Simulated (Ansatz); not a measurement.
# AlO2: the cost of one run

Computed with Ansatz 0.2.0 (DFT PBE, scalar-relativistic, plane waves, PAW, unless a step's input says otherwise).

**1. The starting structure**

Symmetry: R3m, No. 160, trigonal system. Conventional cell: a = 4.552 Å, b = 4.552 Å, c = 11.024 Å, α = 90.00°, β = 90.00°, γ = 120.00°. Al (site symmetry 3m) is surrounded by 4 O at 1.66 to 1.91 Å. Around Al (site symmetry 3m) lie 3 O at 2.07 Å. O (site symmetry m) is surrounded by 2 Al at 1.91 to 2.07 Å and 2 O at 1.96 Å. Around O (site symmetry 3m) lie 1 Al at 1.66 Å.

Coordinates:

```cif
data_structure
_symmetry_space_group_name_H-M 'P 1'
_symmetry_Int_Tables_number 1
_cell_length_a 4.5180
_cell_length_b 4.5180
_cell_length_c 4.5180
_cell_angle_alpha 60.505
_cell_angle_beta 60.505
_cell_angle_gamma 60.505
_cell_volume 65.96
loop_
_atom_site_label
_atom_site_type_symbol
_atom_site_fract_x
_atom_site_fract_y
_atom_site_fract_z
_atom_site_occupancy
Al1 Al 0.79622 0.79622 0.79622 1
Al2 Al 0.19736 0.19736 0.19736 1
O1 O 0.49813 0.06653 0.49813 1
O2 O 0.49813 0.49813 0.06653 1
O3 O 0.06653 0.49813 0.49813 1
O4 O 0.94635 0.94635 0.94635 1
```

Recipe of the guess: random cell by space group and Wyckoff sites (R3m, No. 160). The dimensions are guesses.

**2. Probe: one point on a coarse mesh**

Contents of input.yaml:

```yaml
crystal:
  lattice:
    - [2.27622579, 1.31417957, 3.67481212]
    - [-2.27622579, 1.31417957, 3.67481212]
    - [0.0, -2.62835914, 3.67481212]
  atoms:
    - { symbol: Al, position: [0.79621587, 0.79621587, 0.79621587] }
    - { symbol: Al, position: [0.19735511, 0.19735511, 0.19735511] }
    - { symbol: O, position: [0.49812964, 0.06652821, 0.49812964] }
    - { symbol: O, position: [0.49812964, 0.49812964, 0.06652821] }
    - { symbol: O, position: [0.06652821, 0.49812964, 0.49812964] }
    - { symbol: O, position: [0.94635068, 0.94635068, 0.94635068] }
basis:
  ecutwfc: 420
kpoints:
  mp_grid: { grid: [6, 6, 6] }
hamiltonian:
  xc: pbe
scf:
  occupations: { method: gaussian, width: 0.1 }
  lower_state_search: "off"
output:
  forces: true
  stress: true
  eigenvalues: true
```

On the command line:

```console
> ansatz run input.yaml --threads 1 --pin off --max-ram 2560MiB --backend cpu --events-out ev --progress --plain --runs-dir out
```

What time and memory should one allow on 1 thread of Intel Xeon 6975P-C (Granite Rapids), shared host?

About 2.2 s, with a peak of 0.39 GiB.
